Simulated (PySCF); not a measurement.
**Accurate constants of AsN, step by step**

Aim: bond length, wavenumber and bond energy of AsN near the limit of CCSD(T), built from two basis sets and any small corrections listed.

Method: CCSD(T) on RHF, scalar-relativistic core potentials; program: PySCF 2.14.0.

## 1. The job

```yaml
molecule: AsN
state: singlet, unpaired electrons none
smaller_basis: As cc-pwCVDZ-PP with ECP10, N aug-cc-pVDZ
larger_basis: As cc-pwCVTZ-PP with ECP10, N aug-cc-pVTZ
frozen_core_orbitals: 5
extrapolation: correlation as n⁻³ (n = 2, 3), Hartree–Fock as (n+1)·exp(−9√n)
corrections: core–valence correlation
distances_Å: 1.4160, 1.4804, 1.5448, 1.6091, 1.6735, 1.7540, 1.8344
masses_u: 74.9216, 14.0031
dissociation_limit: As + N
```

The run is started by

```sh
OMP_NUM_THREADS=4 python comp.py task.json out
```

## 2. Coupled cluster at each distance

**Question.** What will these runs give? Wanted: for each run, Re; ωe; ωexe; αe; De.

As calculated:

```csv
level,Re (Å),ωe (cm⁻¹),ωexe (cm⁻¹),αe (cm⁻¹),De (eV)
"CCSD(T), smaller basis",1.6316,1037.3,5.45,0.00368,4.271
"CCSD(T), larger basis",1.6209,1067.9,5.06,0.00349,4.740
HF/CBS,1.5642,1307.0,3.74,0.00264,0.130
MP2/CBS,1.6497,916.3,8.54,0.00507,5.584
CCSD/CBS,1.6008,1142.5,4.42,0.00315,4.300
CCSD(T)/CBS,1.6181,1076.1,4.96,0.00344,4.904
CCSD(T)/CBS+CV,1.6169,1078.1,4.95,0.00344,4.912
```

The last step gives Re = 1.6169 Å, ωe = 1078.1 cm⁻¹ and De = 4.912 eV; the smaller basis alone is off from it by +14.7 mÅ and -0.64 eV. Near the minimum the mean field binds by 0.06 eV and correlation adds 4.84 eV of binding. T1 is 0.017. Spin–orbit coupling and excitations beyond (T) are left out.
